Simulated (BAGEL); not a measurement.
# SiHOF3 (sif3oh) at RI-MP2/6-31G(d) (density fitting with qzvpp-jkfit, spherical functions)

Aim: the energy change on altering one bond length of SiHOF3 (sif3oh) at RI-MP2/6-31G* (density fitting with qzvpp-jkfit, spherical functions), from 2 runs. 

Program for the calculation: BAGEL 1.2.2.

1 further run of the same task is left out (set aside as unsound or not needed).

**1. Starting point**

SiHOF3: 6 atoms, total charge 0, spin state singlet. SMILES: `O[Si](F)(F)F`. Geometry: relaxed at PBE0-D4/def2-TZVP.

Bond lengths: O1–Si2 1.604 Å, Si2–F3 1.572 Å, Si2–F4 1.572 Å, Si2–F5 1.565 Å, O1–H6 0.958 Å. Angles: O1–Si2–F3 112.4°, O1–Si2–F4 112.4°, O1–Si2–F5 107.6°, F3–Si2–F4 106.8°, F3–Si2–F5 108.8°, F4–Si2–F5 108.8°, Si2–O1–H6 120.4°.

**2. The energy at RI-MP2/6-31G(d) (density fitting with qzvpp-jkfit, spherical functions)**

mp2.json reads:

```json
{ "bagel": [

{
  "title": "molecule",
  "basis": "6-31gs.json",
  "df_basis": "qzvpp-jkfit",
  "angstrom": "true",
  "geometry": [
    { "atom": "O", "xyz": [   -0.219800,    0.531700,    1.122400 ] },
    { "atom": "Si", "xyz": [    0.217900,   -0.093400,   -0.288700 ] },
    { "atom": "F", "xyz": [   -0.639100,    0.464300,   -1.482900 ] },
    { "atom": "F", "xyz": [    0.075600,   -1.658700,   -0.320700 ] },
    { "atom": "F", "xyz": [    1.718500,    0.281100,   -0.527400 ] },
    { "atom": "H", "xyz": [   -1.111000,    0.410900,    1.451000 ] }
  ]
},
{ "title": "hf" },
{ "title": "mp2", "ncore": 9 }

]}
```

The basis set 6-31G* is read from a file made from the Basis Set Exchange's data (not shown).

Run with:

```sh
$ BAGEL_NUM_THREADS=1 BAGEL mp2.json > mp2.out
```

Log:

```text
* using 1 threads per process

  ===============================================================
  ===============================================================

  *** Geometry ***

  { "atom" : "O", "xyz" : [     -0.415362,      1.004767,      2.121029 ] },
  { "atom" : "Si", "xyz" : [      0.411771,     -0.176500,     -0.545564 ] },
  { "atom" : "F", "xyz" : [     -1.207724,      0.877400,     -2.802275 ] },
  { "atom" : "F", "xyz" : [      0.142863,     -3.134489,     -0.606035 ] },
  { "atom" : "F", "xyz" : [      3.247494,      0.531202,     -0.996642 ] },
  { "atom" : "H", "xyz" : [     -2.099486,      0.776488,      2.741993 ] },

  Number of auxiliary basis functions:      454

  Since a DF basis is specified, we compute 2- and 3-index integrals:
    o Being stored without compression. Storage requirement is 0.021 GB

  Number of basis functions:       76
  Number of electrons      :       50

    * METHOD: MOLECULE                             0.17

  *** RHF ***

  === Nuclear Repulsion ===
   271.0402966062

      * DIIS with orbital gradients will be used.

  === RHF iteration (6-31gs.json) ===
      0       -662.59616282          0.02855497           0.06
      1       -662.81874562          0.01691296           0.05
      2       -662.92875530          0.00077342           0.05
      3       -662.92912585          0.00011731           0.05
      4       -662.92913472          0.00003788           0.05
      5       -662.92913553          0.00001417           0.05
      6       -662.92913566          0.00000372           0.05
      7       -662.92913568          0.00000071           0.05
      8       -662.92913568          0.00000020           0.05
      9       -662.92913568          0.00000008           0.05
     10       -662.92913568          0.00000002           0.05
     11       -662.92913568          0.00000001           0.05
    * SCF iteration converged.

    * Permanent dipole moment:
           (    0.792912,    -0.006496,    -0.500555) a.u.

    * METHOD: HF                                   0.74

  *** RHF ***

  === Nuclear Repulsion ===
   271.0402966062

      * DIIS with orbital gradients will be used.

  === RHF iteration (6-31gs.json) ===
      0       -662.92913568          0.00000000           0.05
    * SCF iteration converged.

    * Permanent dipole moment:
           (    0.792912,    -0.006496,    -0.500555) a.u.

  === DF-MP2 calculation ===

    * freezing 9 orbitals
    * 3-index integral transformation done
    * assembly done

      MP2 correlation energy:   -0.7673300100      0.03

      MP2 total energy:       -663.6964656864

    * METHOD: MP2                                  0.14

  ===============================================================
```

Run time: 1.2 s. Hardware: 1 thread of Arm Neoverse V2, shared host; peak memory 0.1 GiB.

**3. The distorted shape at the same level**

input.json reads:

```json
{ "bagel" : [

{
  "title" : "molecule",
  "basis" : "6-31gs.json",
  "df_basis" : "qzvpp-jkfit",
  "angstrom" : true,
  "geometry" : [
    { "atom" : "O", "xyz" : [   -1.420293,    0.232097,    1.313362 ] },
    { "atom" : "Si", "xyz" : [   -0.982593,   -0.393003,   -0.097738 ] },
    { "atom" : "F", "xyz" : [   -1.839593,    0.164697,   -1.291938 ] },
    { "atom" : "F", "xyz" : [   -1.124893,   -1.958303,   -0.129738 ] },
    { "atom" : "F", "xyz" : [    1.718500,    0.281100,   -0.527400 ] },
    { "atom" : "H", "xyz" : [   -2.311493,    0.111297,    1.641962 ] }
  ]
},
{
  "title" : "hf"
},
{
  "title" : "mp2",
  "ncore" : 9
}

]}
```

The basis set 6-31G* is read from a file made from the Basis Set Exchange's data (not shown).

Run with:

```sh
$ BAGEL_NUM_THREADS=1 BAGEL input.json > input.out
```

Log:

```text
* using 1 threads per process

  ===============================================================
  ===============================================================

  *** Geometry ***

  { "atom" : "O", "xyz" : [     -2.683965,      0.438600,      2.481894 ] },
  { "atom" : "Si", "xyz" : [     -1.856832,     -0.742668,     -0.184698 ] },
  { "atom" : "F", "xyz" : [     -3.476327,      0.311232,     -2.441409 ] },
  { "atom" : "F", "xyz" : [     -2.125740,     -3.700656,     -0.245169 ] },
  { "atom" : "F", "xyz" : [      3.247494,      0.531202,     -0.996642 ] },
  { "atom" : "H", "xyz" : [     -4.368089,      0.210321,      3.102858 ] },

  Number of auxiliary basis functions:      454

  Since a DF basis is specified, we compute 2- and 3-index integrals:
    o Being stored without compression. Storage requirement is 0.021 GB

  Number of basis functions:       76
  Number of electrons      :       50

    * METHOD: MOLECULE                             0.17

  *** RHF ***

  === Nuclear Repulsion ===
   237.2699407004

      * DIIS with orbital gradients will be used.

  === RHF iteration (6-31gs.json) ===
      0       -662.19838156          0.03074453           0.05
      1       -662.28001845          0.02814276           0.05
      2       -662.65875944          0.00480382           0.05
      3       -662.67180060          0.00108236           0.05
      4       -662.67262675          0.00025055           0.05
      5       -662.67272799          0.00009469           0.05
      6       -662.67274215          0.00003457           0.05
      7       -662.67274408          0.00001201           0.05
      8       -662.67274422          0.00000427           0.05
      9       -662.67274423          0.00000136           0.05
     10       -662.67274423          0.00000064           0.05
     11       -662.67274423          0.00000031           0.05
     12       -662.67274423          0.00000018           0.05
     13       -662.67274423          0.00000010           0.05
     14       -662.67274423          0.00000005           0.05
     15       -662.67274423          0.00000001           0.05
     16       -662.67274423          0.00000001           0.05
    * SCF iteration converged.

    * Permanent dipole moment:
           (    2.759361,     0.468593,    -0.841984) a.u.

    * METHOD: HF                                   1.00

  *** RHF ***

  === Nuclear Repulsion ===
   237.2699407004

      * DIIS with orbital gradients will be used.

  === RHF iteration (6-31gs.json) ===
      0       -662.67274423          0.00000000           0.05
    * SCF iteration converged.

    * Permanent dipole moment:
           (    2.759360,     0.468593,    -0.841983) a.u.

  === DF-MP2 calculation ===

    * freezing 9 orbitals
    * 3-index integral transformation done
    * assembly done

      MP2 correlation energy:   -0.8020609773      0.03

      MP2 total energy:       -663.4748052094

    * METHOD: MP2                                  0.14

  ===============================================================
```

Run time: 1.5 s. Hardware: 1 thread of Arm Neoverse V2, shared host; peak memory 0.1 GiB.

**4. Outcome**

Level: RI-MP2/6-31G* (density fitting with qzvpp-jkfit, spherical functions), 9 core orbitals frozen.

```
                                                          quantity          value
                                         first shape: total energy  -663.69647 Eh
          first shape: correlation energy (9 core orbitals frozen)     -767.3 mEh
                                     distorted shape: total energy  -663.47481 Eh
      distorted shape: correlation energy (9 core orbitals frozen)     -802.1 mEh
energy change with the Si2–F5 bond stretched from 1.565 to 2.817 Å       6.032 eV
```

**Reading.** One bond (distorted shape) is far stretched, which a spin-restricted single reference describes badly; perturbation theory on it can break down and give far too much correlation. With the Si2–F5 bond stretched from 1.565 to 2.817 Å the energy rises by 6.03 eV (582 kJ/mol). The first shape isn't relaxed at this level, so the change isn't measured from a minimum. A restricted reference can't describe the breaking bond well at this length.
